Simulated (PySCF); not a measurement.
# NiO: from the state search to spectroscopic constants

The task here is to estimate one member of a computed series from the others.

Method: Ni def2-TZVPP, O def2-TZVPP, no relativity; program: PySCF 2.14.0.

The first run:

A driver script around PySCF takes these settings:

| Quantity | Value |
| --- | --- |
| atoms | Ni, O |
| charge | 0 |
| basis | Ni def2-TZVPP, O def2-TZVPP |
| Hamiltonian | no relativity |
| basis functions | 95 |
| electrons treated | 36 |
| masses in u | 57.9353, 15.9949 |
| levels | PBE0, PBE, r²SCAN, r²SCANh, B3LYP, M06-2X, MN15, HSE06, HF, MP2, SCS-MP2 |
| grid | 80 radial by 434 angular points |
| occupations | held fixed by the projection of orbital angular momentum |
| dissociation limit | Ni + O, each in its ground configuration |
| starting distance in angstrom | 1.655 |
| values of 2S to try | 0, 2, 4, 6 |

Launch:

```bash
$ OMP_NUM_THREADS=1 python dia.py task.json out
```

Among the steps run: Set-up; First curve: PBE0; Higher solutions at PBE0; PBE; r²SCAN (meta-GGA); r²SCANh (hybrid meta-GGA); B3LYP; M06-2X (hybrid meta-GGA); MN15 (hybrid meta-GGA); HSE06 (range-separated hybrid); UHF (mean field).

One of the session's tables, all rows but one given; the rest of the session is left out.

| level | Re (Å) | ωe (cm⁻¹) | De (eV) | μ (D) |
| --- | --- | --- | --- | --- |
| UHF | ? | ? | ? | ? |
| UHF-MP2 | 1.568 | 922 | 3.62 | n/a |
| UHF-SCS-MP2 | 1.595 | 877 | 2.98 | n/a |
| PBE | 1.630 | 841 | 5.74 | -3.84 |
| r²SCAN | 1.614 | 879 | 4.59 | -4.28 |
| r²SCANh | 1.610 | 892 | 3.94 | -4.64 |
| B3LYP | 1.625 | 864 | 4.03 | -4.58 |
| PBE0 | 1.613 | 890 | 3.83 | -4.85 |
| HSE06 | 1.613 | 890 | 3.80 | -4.81 |
| MN15 | 1.613 | 895 | 5.16 | -4.57 |
| M06-2X | 1.635 | 866 | 2.79 | -5.48 |

Estimate the missing values for UHF.

**Answer.** Re (Å): 1.664; ωe (cm⁻¹): 834; De (eV): -1.57; μ (D): -8.28. In the column «Re (Å)» it is the highest.

De is counted to Ni + O in their ground configurations.

To keep in mind: The state is the lowest single determinant that the PBE0 search found; with open d or f shells the true ground state can be another one.
